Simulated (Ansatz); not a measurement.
**SiGe2H+ (triplet): the correlation ladder, cc-pVTZ**

The task here is to estimate one member of a computed series from the others.

The runs use Ansatz 0.2.0, Gaussian basis; cc-pVTZ, core rule «outside noble gas», up to 33 orbitals frozen.

The runs, in order: UHF; CCSD(T) on ROHF; CCSD(T) on UHF; BCCD(T) on ROHF; CCSDT(Q) on ROHF; CCSDT(Q) on UHF.

3 further runs of the same task are left out: 3 set aside as unsound or not needed.

**The geometry**

The geometry is a PBE0/def2-TZVP stationary point (not a proven minimum) of the parent state, kept for this charge and spin. No spin-orbit coupling is included. The filled d shell of Ge may be among the frozen orbitals whatever the setting's name suggests; the logs give the count.

4 atoms, charge 1, spin multiplicity 3.

Atoms are counted from 1 here; the program's logs count them from 0.

Bond lengths: Ge1–Si2 2.395 Å, Ge1–Ge3 2.530 Å, Si2–Ge3 2.211 Å, Si2–H4 1.493 Å. Angles: Si2–Ge1–Ge3 53.3°, Ge1–Si2–Ge3 66.5°, Ge1–Si2–H4 128.2°, Ge3–Si2–H4 165.3°, Ge1–Ge3–Si2 60.2°.

The first run:

Contents of in.yaml:

```yaml
crystal:
  periodic: [false, false, false]
  atoms:
    - {symbol: Ge, position_ang: [0.000000, -0.254406, 1.307346]}
    - {symbol: Si, position_ang: [0.000000, 1.579840, -0.232472]}
    - {symbol: Ge, position_ang: [0.000000, -0.398617, -1.218485]}
    - {symbol: H, position_ang: [0.000000, 3.040813, 0.073648]}
basis:
  gaussian: {orbitals: cc-pVTZ}
total_charge: 1
magnetization: {spin_polarized: true, initial_magnetization: 2}
hamiltonian: {xc: hf}
output: {orbitals: {seedname: orbitals}}
```

The run is started by

```bash
ansatz run in.yaml --threads 1 --pin off --events-out ev --progress --plain --max-ram 4096MiB --backend cpu
```

Steps of the session up to this table: UHF; CCSD(T) on ROHF; CCSD(T) on UHF; BCCD(T) on ROHF; CCSDT(Q) on ROHF; CCSDT(Q) on UHF.

One of the session's tables, all rows but one given; the rest of the session is left out.

```
   method  from RCCSDT(Q) (kJ/mol)
     ROHF                   +853.2
      UHF                   +826.8
     RMP2                   +128.9
     UMP2                   +140.8
    RCCSD                    +65.7
    UCCSD                        ?
 RCCSD(T)                     +9.0
 UCCSD(T)                     +8.8
  BCCD(T)                     +8.8
   RCCSDT                     +5.7
   UCCSDT                     +4.6
RCCSDT(Q)                        0
UCCSDT(Q)                     -1.0
```

Estimate the missing values for UCCSD.

The run gave: from RCCSDT(Q) (kJ/mol): +63.6. In the column «from RCCSDT(Q) (kJ/mol)» it lies between RCCSD(T) (+9.0) and RCCSD (+65.7).

To keep in mind: Restricted and unrestricted rows rest on different reference determinants; where their highest levels disagree by more than a few hundredths of an eV, they describe different states and don't form one ladder.
